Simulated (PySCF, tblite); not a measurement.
**C5H8ClFO2: geometry, infrared bands and NMR shifts**

What infrared bands and NMR shifts should C5H8ClFO2 (`C=C(OCOC)[C@H](F)Cl`) show?

Computed with tblite 0.8.0 and PySCF 2.14.0, with density-fitted response routines of our own, on a single molecule in the gas phase. Atoms are numbered from 0 throughout.

### Step 1. Starting geometry

17 atoms, charge 0, multiplicity 1; geometry from: force field or distance geometry start.

Bonds of the start (Å): C0–C1 1.34, C1–O2 1.37, O2–C3 1.44, C3–O4 1.44, O4–C5 1.43, C1–C6 1.52, C6–F7 1.37, C6–Cl8 1.78, C0–H9 1.09, C0–H10 1.08, C3–H11 1.09, C3–H12 1.08, C5–H13 1.08, C5–H14 1.09, C5–H15 1.10, C6–H16 1.10.

### Step 2. Optimising the geometry with GFN2-xTB

What the job is given:

```
{"job": {"kind": "relax", "xc": "GFN2-xTB", "basis": "xTB"}, "charge": 0, "multiplicity": 1}
C      1.815100     1.015300    -0.637800
C      1.294500     0.054900     0.140000
O      0.009300    -0.001300     0.623500
C     -0.932100     0.983100     0.146600
O     -2.228700     0.752000     0.719400
C     -2.815300    -0.449800     0.226500
C      2.150500    -1.103100     0.636100
F      3.483300    -0.885000     0.416700
Cl     1.682000    -2.610100    -0.191000
H      1.232700     1.866100    -0.989100
H      2.843800     0.978400    -0.955000
H     -0.619700     1.967100     0.489700
H     -1.006500     0.965900    -0.929700
H     -3.805200    -0.544200     0.660500
H     -2.910100    -0.412000    -0.858500
H     -2.221800    -1.316900     0.545600
H      2.021200    -1.248300     1.719700
```

On the command line:

```
$ OMP_NUM_THREADS=1 python probes_run.py task.json out
```

The driver reads the jobs from task.json and runs them one after another.

**Question.** This job is followed by: GFN2-xTB harmonic vibrations, gas phase; GIAO PBE0/pcSseg-1 NMR shielding, non-relativistic, gas phase. What will the session give for the following? strongest single infrared mode (GFN2-xTB); zero-point energy (GFN2-xTB); ¹³C shifts against TMS (PBE0/pcSseg-1); ¹H shifts against TMS (PBE0/pcSseg-1, means over atoms taken as alike); ¹⁷O shifts against H2O (PBE0/pcSseg-1); ¹⁹F shifts against CFCl3 (PBE0/pcSseg-1); ³⁵Cl shifts against HCl (PBE0/pcSseg-1).

**Answer**, as computed:

| quantity | value |
| --- | --- |
| strongest single infrared mode (GFN2-xTB) | 1075 cm⁻¹, 205 km/mol |
| zero-point energy (GFN2-xTB) | 78.0 kcal/mol |
| ¹³C shifts against TMS (PBE0/pcSseg-1) | 165.8, 106.3, 98.6, 87.9, 59.0 ppm |
| ¹H shifts against TMS (PBE0/pcSseg-1, means over atoms taken as alike) | 6.50, 5.39, 4.88, 4.84, 4.10, 3.69 ppm |
| ¹⁷O shifts against H2O (PBE0/pcSseg-1) | 153.6, 49.8 ppm |
| ¹⁹F shifts against CFCl3 (PBE0/pcSseg-1) | -162.2 ppm |
| ³⁵Cl shifts against HCl (PBE0/pcSseg-1) | 293 ppm |

In words: The optimisation took 52 steps and gained 0.163 eV; among the close pairs (by a distance rule), C3–O4 changed most, from 1.436 to 1.372 Å. All 45 modes are real, so the xTB geometry is a minimum. The strongest single mode, at 1075 cm⁻¹, is carried by C6, F7, H16. GFN2-xTB is a fitted tight-binding method: band positions and strengths are rough. Its intensities can rank the bands wrongly. C1 (alkene carbon bearing oxygen) lies farthest downfield among carbon, at 165.8 ppm; an sp2 carbon further deshielded by the attached heteroatom. H16 (hydrogen on an allylic sp3 CH bonded to Cl and F) lies farthest downfield among hydrogen, at 6.50 ppm; its carbon carries Cl and F, hence the downfield position. At PBE0/pcSseg-1: Shielding is most anisotropic at Cl8 (span 655 ppm, paramagnetic term -489 ppm).
